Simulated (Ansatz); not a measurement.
# C2H4BNO: up Jacob's ladder to CCSD(T)

Aim: compute C2H4BNO with functionals from several rungs and with coupled cluster, and see how far each lands from CCSD(T) at the basis-set limit for the atomisation energy.

Program: Ansatz 0.2.0, Gaussian basis. Level of theory: functionals in def2-TZVPP, the program's frozen cores in correlated methods. These are calculated values, not measurements.

Plan: LDA (SPW92), PBE-D4, revPBE-D4, BLYP-D4, r2SCAN-D4, B97M-V, PBE0-D4, B3LYP-D4, r2SCANh-D4, r2SCAN0-D4, HSE06-D4, BHLYP-D4, CAM-B3LYP-D4, LC-ωPBE, ωB97X-V, ωB97M-V, B2PLYP, PBE-QIDH; CCSD(T)/def2-SVP; CCSD(T)/def2-TZVPP; MP2/def2-QZVPP; extrapolation to the limit; RPA on PBE.

### Step 1. The geometry

All runs share one geometry, relaxed beforehand with PBE0-D4 in a triple-zeta def2 set.

SMILES `BCOC#N`, 9 atoms, charge 0, spin multiplicity 1.

Atoms are counted from 1 here; the program's logs count them from 0.

Bond lengths: B1–C2 1.547 Å, B1–H6 1.194 Å, B1–H7 1.191 Å, C2–O3 1.454 Å, C2–H8 1.099 Å, C2–H9 1.099 Å, O3–C4 1.281 Å, C4–N5 1.155 Å. Angles: C2–B1–H6 116.7°, C2–B1–H7 122.0°, H6–B1–H7 121.3°, B1–C2–O3 112.8°, B1–C2–H8 110.2°, B1–C2–H9 110.1°, O3–C2–H8 108.9°, O3–C2–H9 108.9°, H8–C2–H9 105.8°, C2–O3–C4 115.0°, O3–C4–N5 178.5°.

### Step 2. LDA

This LDA is Slater exchange with PW92 correlation.

File in.yaml:

```yaml
crystal:
  periodic: [false, false, false]
  atoms:
    - {symbol: B, position_ang: [0.423235, 1.017682, 1.186606]}
    - {symbol: C, position_ang: [-0.229876, 0.236641, 0.022119]}
    - {symbol: O, position_ang: [0.545130, -0.926099, -0.380788]}
    - {symbol: C, position_ang: [0.042074, -1.604673, -1.343609]}
    - {symbol: N, position_ang: [-0.387910, -2.235745, -2.210210]}
    - {symbol: H, position_ang: [-0.155195, 1.987225, 1.574017]}
    - {symbol: H, position_ang: [1.452621, 0.674543, 1.677599]}
    - {symbol: H, position_ang: [-1.239923, -0.090423, 0.305124]}
    - {symbol: H, position_ang: [-0.361655, 0.894549, -0.847960]}
basis:
  gaussian: {orbitals: def2-TZVPP}
hamiltonian: {xc: lda}
output: {orbitals: {seedname: orbitals}}
```

Run with:

```bash
$ ansatz run in.yaml --threads 2 --pin off --events-out ev --progress --plain --max-ram 4352MiB
```

The runs that follow: PBE-D4 (GGA); revPBE-D4 (GGA); BLYP-D4 (GGA); r2SCAN-D4 (meta-GGA); B97M-V (meta-GGA); B3LYP-D4 (hybrid); r2SCANh-D4 (hybrid); r2SCAN0-D4 (hybrid); HSE06-D4 (hybrid); BHLYP-D4 (hybrid); CAM-B3LYP-D4 (range-separated); LC-ωPBE (range-separated); ωB97X-V (range-separated); ωB97M-V (range-separated); B2PLYP (double hybrid); PBE-QIDH (double hybrid); CCSD(T) in def2-SVP; CCSD(T) in def2-TZVPP; MP2 in def2-QZVPP; RPA on PBE orbitals.

Before running them: what should the planned runs give, taken together? Wanted: atomisation energy, CCSD(T)/CBS; farthest beyond LDA; mean size of error, GGA; mean size of error, meta-GGA; mean size of error, hybrid; mean size of error, range-separated; mean size of error, double hybrid; gap, smallest and largest; T1 diagnostic.

As calculated:

```
                               quantity                                      value
        atomisation energy, CCSD(T)/CBS                                  37.340 eV
    functionals within 0.187 eV (0.5 %)               r2SCANh-D4, B2PLYP, PBE-QIDH
                    farthest beyond LDA                         PBE-D4 (+1.684 eV)
                mean size of error, GGA                                   0.976 eV
           mean size of error, meta-GGA                                   0.307 eV
             mean size of error, hybrid                                   0.553 eV
    mean size of error, range-separated                                   0.389 eV
      mean size of error, double hybrid                                   0.042 eV
              gap, smallest and largest  3.69 eV (LDA (SPW92)), 11.41 eV (LC-ωPBE)
                          T1 diagnostic                                     0.0135
triples share of the correlation energy                                      4.3 %
```

**Reading.** The LDA atomisation energy is off by 6.532 eV (17 %): it overbinds. PBE-D4 is off by +1.684 eV. Double hybrids carry the basis error of their MP2 part in triple zeta, and no dispersion term here, so their miss is partly the set-up's. Taken by rung, double hybrid functionals do best (0.042 eV on average) and GGA ones worst beyond LDA (0.976 eV). Misses under about 0.187 eV are within the doubt on the reference itself, which lacks core-valence correlation, relativity and higher excitations. Hartree-Fock recovers 70 % of the binding; the rest is correlation. CCSD(T) in def2-SVP is off by -1.804 eV, so the small basis spoils what the method gains. The gap grows from 3.7 to 11.4 eV across the functionals, mostly with the share of exact exchange.
